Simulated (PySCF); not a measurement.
# C₄H₁₀B₂O₂: electronic excitations

Aim: predict the electronic excitations of C₄H₁₀B₂O₂ (`BOB1CC[C@H](C)O1`).

Programs: PySCF 2.14.0, with density-fitted response routines of our own. Each step states its level of theory. These are calculated values for one molecule in the gas phase, unless marked as measured. Atoms count from 0, in the outputs and in this text.

### Step 1. The starting structure

18 atoms, charge 0, multiplicity 1; geometry from: GFN2-xTB.

Bonds of the start (Å): B0–O1 1.30, O1–B2 1.31, B2–C3 1.61, C3–C4 1.54, C4–C5 1.54, C5–C6 1.53, C5–O7 1.42, O7–B2 1.37, B0–H8 1.18, B0–H9 1.18, C3–H10 1.09, C3–H11 1.09, C4–H12 1.09, C4–H13 1.09, C5–H14 1.10, C6–H15 1.09, C6–H16 1.09, C6–H17 1.09.

### Step 2. TDDFT and polarisability: wB97X-D/def2-SVPD

The job: settings as JSON, then the geometry in Å.

```
{"job": {"kind": "uv", "xc": "wB97X-D", "basis": "def2-SVPD", "nstates": 8, "ntriplets": 3}, "charge": 0, "multiplicity": 1}
B      3.521159    -0.500903    -0.087639
O      2.228484    -0.391780    -0.000332
B      0.925294    -0.292345     0.104086
C     -0.204241    -1.219245    -0.582126
C     -1.442342    -0.784818     0.216017
C     -1.090553     0.615787     0.760565
C     -1.581905     1.731464    -0.159347
O      0.325922     0.675171     0.863514
H      4.094830     0.057689    -0.956379
H      4.104675    -1.169675     0.692286
H     -0.321732    -0.982850    -1.640488
H     -0.032051    -2.290780    -0.511477
H     -1.599458    -1.468229     1.051242
H     -2.351453    -0.756302    -0.381824
H     -1.493725     0.770909     1.768674
H     -1.204148     1.571628    -1.166223
H     -1.219233     2.691377     0.198729
H     -2.668281     1.749221    -0.180933
```

With the program's defaults for keys left out, this is: TDDFT wB97X-D/def2-SVPD, vertical, gas phase, core orbitals frozen in the response.

Started as:

```
OMP_NUM_THREADS=1 python probes_run.py task.json out
```

This one command runs all jobs of the session in turn.

What will the session give for the following? lowest singlet (wB97X-D/def2-SVPD); brightest single state of those computed; lowest triplet. Wanted: lowest singlet; brightest single state of those computed; lowest triplet.

**Answer**, as computed:

| quantity | value |
| --- | --- |
| lowest singlet (wB97X-D/def2-SVPD) | 6.05 eV (205 nm), f = 0.000 |
| brightest single state of those computed | state 8, 8.55 eV, f = 0.161 |
| lowest triplet | 5.59 eV |

The first singlet state (HOMO→LUMO 0.67, HOMO−2→LUMO 0.24) lies at 6.05 eV and is dark; of the 8 states computed, the strongest absorption comes from state 8 at 8.55 eV (the last computed, so partners may be missing). The lowest triplet lies 0.46 eV below the lowest singlet (triplets in Tamm-Dancoff, singlets in full TDDFT).
